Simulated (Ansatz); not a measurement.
# Ge2P: the cost of one run

Program: Ansatz 0.2.0. Level of theory: DFT PBE, scalar-relativistic, plane waves, PAW. These are calculated values, not measurements.

**1. The system as given**

Symmetry: R-3m, No. 166, trigonal system. The conventional cell has a = 3.430 Å, b = 3.430 Å, c = 14.135 Å, α = 90.00°, β = 90.00°, γ = 120.00°. Ge (site symmetry 3m) is surrounded by 3 P at 2.43 Å and 3 Ge at 2.73 Å. P (site symmetry -3m) is surrounded by 6 Ge at 2.43 Å.

Coordinates:

```cif
data_structure
_symmetry_space_group_name_H-M 'R-3m:H'
_symmetry_Int_Tables_number 166
_cell_length_a 3.4297
_cell_length_b 3.4297
_cell_length_c 14.1351
_cell_angle_alpha 90.000
_cell_angle_beta 90.000
_cell_angle_gamma 120.000
_cell_volume 143.99
loop_
_atom_site_label
_atom_site_type_symbol
_atom_site_symmetry_multiplicity
_atom_site_Wyckoff_symbol
_atom_site_fract_x
_atom_site_fract_y
_atom_site_fract_z
_atom_site_occupancy
Ge1 Ge 6 c 0.00000 0.00000 0.76661 1
P1 P 3 a 0.00000 0.00000 0.00000 1
```

Recipe of the guess: close-packed metal layers stacked AB|C, with sites between them filled layer by layer (R-3m, No. 166). The dimensions are guesses.

**2. A first look at the guess**

Contents of input.yaml:

```yaml
crystal:
  lattice:
    - [1.71484376, 0.99006551, 4.71168693]
    - [-1.71484376, 0.99006551, 4.71168693]
    - [0.0, -1.98013101, 4.71168693]
  atoms:
    - { symbol: Ge, position: [0.76660818, 0.76660818, 0.76660818] }
    - { symbol: Ge, position: [0.23339182, 0.23339182, 0.23339182] }
    - { symbol: P, position: [0.0, 0.0, 0.0] }
basis:
  ecutwfc: 420
kpoints:
  mp_grid: { grid: [6, 6, 6] }
hamiltonian:
  xc: pbe
scf:
  occupations: { method: gaussian, width: 0.1 }
  lower_state_search: "off"
output:
  forces: true
  stress: true
  eigenvalues: true
```

Run with:

```sh
ansatz run input.yaml --threads 1 --pin off --max-ram 2048MiB --backend cpu --events-out ev --progress --plain --runs-dir out
```

Q: Estimate wall time and peak memory on 1 thread of Arm Neoverse V1, shared host.

About 1.9 s, with a peak of 0.32 GiB.
